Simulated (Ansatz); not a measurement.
This script makes an all-electron equation of state of TiPd, space group Pm-3m with Ansatz's Python interface.

Script `eos_lapw_tipd.py`:
```python
import ansatz as az
from ase.eos import EquationOfState
from ase.units import GPa
import numpy as np

VECTORS = np.array([
    [3.18, 0.0, 0.0],
    [0.0, 3.18, 0.0],
    [0.0, 0.0, 3.18],
])
SITES = [
    ('Ti', (0.5, 0.5, 0.5)),
    ('Pd', (0.0, 0.0, 0.0)),
]


def on_lattice(cell):
    crystal = az.Crystal(lattice=az.Lattice.of(cell))
    for symbol, position in SITES:
        crystal = crystal.atom(symbol, position)
    return crystal

volumes, energies = [], []
for scale in np.linspace(0.94, 1.06, 7):
    cell = VECTORS * scale ** (1 / 3)
    model = (
        on_lattice(cell).calculation()
        .functional('pbesol')
        .occupations('Fermi-Dirac', width=0.1)
        .kpoints(9, 9, 9)
        .pseudopotentials('all_electron', lapw=True)
    )
    r = model.run(threads=1).report
    volumes.append(abs(np.linalg.det(cell)) / len(SITES))
    energies.append(r['free_energy_ev'] / len(SITES))
    print(f'{scale:.3f} {volumes[-1]:9.4f} A^3/atom {energies[-1]:16.5f} eV/atom  (estimated basis error {1000 * r["lapw_basis_errors"]["total_ev_per_atom"]:.2f} meV/atom)')
v0, e0, bulk = EquationOfState(volumes, energies, eos='birchmurnaghan').fit()
print(f'V0 = {v0:.4f} A^3/atom, B0 = {bulk / GPa:.1f} GPa')
```

Estimate the equilibrium volume and the bulk modulus.

A third-order Birch-Murnaghan fit through the 7 points has its minimum at 15.38 Å³ an atom, 4.4 % below the typed cell, with a bulk modulus of 170 GPa and dB/dP = 4.6. From that minimum the energy rises by 2.5 meV an atom on the compressed side and 78.7 meV on the expanded side. The window is off centre, so dB/dP is rough.

The output:

```console
$ python eos_lapw_tipd.py
0.940   15.1140 A^3/atom     -80224.53853 eV/atom  (estimated basis error 0.06 meV/atom)
0.960   15.4356 A^3/atom     -80224.54091 eV/atom  (estimated basis error 0.06 meV/atom)
0.980   15.7571 A^3/atom     -80224.53632 eV/atom  (estimated basis error 0.05 meV/atom)
1.000   16.0787 A^3/atom     -80224.52550 eV/atom  (estimated basis error 0.05 meV/atom)
1.020   16.4003 A^3/atom     -80224.50916 eV/atom  (estimated basis error 0.05 meV/atom)
1.040   16.7219 A^3/atom     -80224.48790 eV/atom  (estimated basis error 0.05 meV/atom)
1.060   17.0434 A^3/atom     -80224.46228 eV/atom  (estimated basis error 0.05 meV/atom)
V0 = 15.3789 A^3/atom, B0 = 169.7 GPa
```

All-electron totals depend on functional, relativistic treatment and basis; only differences at equal settings carry meaning. For a metal this k-point mesh is coarse: on a finer one energies can move by several to tens of meV an atom and pressures by half a GPa or more, differences at one mesh by less. This is a high-temperature or high-pressure form, not the ambient phase. The structure is a deposited one; some such entries were measured under pressure or heat, so a shift against it needn't be the functional's error alone. Timing: 62 s on 1 thread of Intel(R) Xeon(R) Processor @ 2.30GHz, with other jobs on the host, peak memory 0.5 GiB.
